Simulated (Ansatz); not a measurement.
# C₂H₇NOSi: up Jacob's ladder to CCSD(T)

The task here is to estimate one member of a computed series from the others.

Method: functionals in def2-TZVPP, the program's frozen cores in correlated methods; program: Ansatz 0.2.0, Gaussian basis.

Plan: LDA (SPW92), PBE-D4, revPBE-D4, BLYP-D4, r2SCAN-D4, B97M-V, PBE0-D4, B3LYP-D4, r2SCANh-D4, r2SCAN0-D4, HSE06-D4, BHLYP-D4, CAM-B3LYP-D4, LC-ωPBE, ωB97X-V, ωB97M-V, B2PLYP, PBE-QIDH; CCSD(T)/def2-SVP; CCSD(T)/def2-TZVPP; MP2/def2-QZVPP; extrapolation to the limit; RPA on PBE.

### Structure used throughout

The geometry comes from an earlier relaxation with PBE0-D4 in a triple-zeta def2 set; it is a stationary point, not always the lowest conformer.

12 atoms, charge 0, spin multiplicity 1.

Atoms are counted from 1 here; the program's logs count them from 0.

Bond lengths: N1–C2 1.409 Å, N1–H6 1.012 Å, N1–H7 1.013 Å, C2–Si3 1.884 Å, C2–C4 1.461 Å, C2–O5 1.456 Å, Si3–H8 1.484 Å, Si3–H9 1.485 Å, Si3–H10 1.488 Å, C4–O5 1.415 Å, C4–H11 1.090 Å, C4–H12 1.089 Å. Angles: C2–N1–H6 112.1°, C2–N1–H7 112.7°, H6–N1–H7 108.9°, N1–C2–Si3 115.3°, N1–C2–C4 119.4°, N1–C2–O5 118.6°, Si3–C2–C4 119.4°, Si3–C2–O5 113.8°, C4–C2–O5 58.0°, C2–Si3–H8 108.5°, C2–Si3–H9 110.4°, C2–Si3–H10 109.1°, H8–Si3–H9 110.0°, H8–Si3–H10 110.0°, H9–Si3–H10 108.9°, C2–C4–O5 60.8°, C2–C4–H11 118.1°, C2–C4–H12 121.1° and more.

Coordinates:

```xyz
12
charge 0, multiplicity 1
N    -1.00527    1.20241    0.28145
C    -0.27490    0.04349   -0.05028
Si    1.59316    0.27040   -0.14784
C    -0.82158   -1.26871    0.28573
O    -0.81176   -0.85046   -1.06602
H    -0.87119    1.94245   -0.39505
H    -1.99706    1.02352    0.37967
H     2.20110   -1.01191   -0.58034
H     2.13518    0.66877    1.17628
H     1.90164    1.33889   -1.13624
H    -1.80471   -1.31064    0.75401
H    -0.16761   -2.10342    0.53263
```

The first run:

Contents of in.yaml:

```yaml
crystal:
  periodic: [false, false, false]
  atoms:
    - {symbol: N, position_ang: [-1.005271, 1.202410, 0.281452]}
    - {symbol: C, position_ang: [-0.274903, 0.043488, -0.050278]}
    - {symbol: Si, position_ang: [1.593161, 0.270403, -0.147842]}
    - {symbol: C, position_ang: [-0.821581, -1.268713, 0.285728]}
    - {symbol: O, position_ang: [-0.811755, -0.850458, -1.066017]}
    - {symbol: H, position_ang: [-0.871188, 1.942453, -0.395048]}
    - {symbol: H, position_ang: [-1.997061, 1.023520, 0.379669]}
    - {symbol: H, position_ang: [2.201102, -1.011909, -0.580341]}
    - {symbol: H, position_ang: [2.135176, 0.668773, 1.176281]}
    - {symbol: H, position_ang: [1.901639, 1.338891, -1.136243]}
    - {symbol: H, position_ang: [-1.804707, -1.310637, 0.754012]}
    - {symbol: H, position_ang: [-0.167612, -2.103420, 0.532628]}
basis:
  gaussian: {orbitals: def2-TZVPP}
hamiltonian: {xc: lda}
output: {orbitals: {seedname: orbitals}}
```

Run with:

```bash
ansatz run in.yaml --threads 4 --pin off --events-out ev --progress --plain --max-ram 10444MiB
```

Among the steps run: LDA; PBE-D4 (GGA); revPBE-D4 (GGA); BLYP-D4 (GGA); r2SCAN-D4 (meta-GGA); B97M-V (meta-GGA); B3LYP-D4 (hybrid); r2SCANh-D4 (hybrid); r2SCAN0-D4 (hybrid); HSE06-D4 (hybrid); BHLYP-D4 (hybrid); CAM-B3LYP-D4 (range-separated); LC-ωPBE (range-separated); ωB97X-V (range-separated); ωB97M-V (range-separated); B2PLYP (double hybrid); PBE-QIDH (double hybrid).

One table of the session follows, with a row left open; its other results are not shown here.

It belongs to the step «Orbital energies across the functionals». 

```
  functional  HOMO (eV)  LUMO (eV)  gap (eV)
 LDA (SPW92)      -6.03      -0.45      5.58
      PBE-D4      -5.87      -0.21      5.66
   revPBE-D4      -5.81      -0.10      5.70
     BLYP-D4      -5.77      -0.14      5.63
   r2SCAN-D4      -6.17       0.26      6.43
      B97M-V      -6.35      -0.10      6.25
     PBE0-D4      -7.38       0.61      7.99
    B3LYP-D4      -7.14       0.35      7.48
  r2SCANh-D4      -6.74       0.52      7.26
  r2SCAN0-D4      -7.59       0.91      8.50
    HSE06-D4      -6.97       0.24      7.21
    BHLYP-D4      -8.79       1.35     10.14
CAM-B3LYP-D4      -8.81       1.49     10.31
     LC-ωPBE     -10.17       2.70     12.88
     ωB97X-V      -9.82       2.54     12.36
     ωB97M-V          ?          ?         ?
```

Estimate the missing values for ωB97M-V.

As computed: HOMO (eV): -9.75; LUMO (eV): 2.17; gap (eV): 11.93. In the column «HOMO (eV)» it lies between ωB97X-V (-9.82) and CAM-B3LYP-D4 (-8.81).
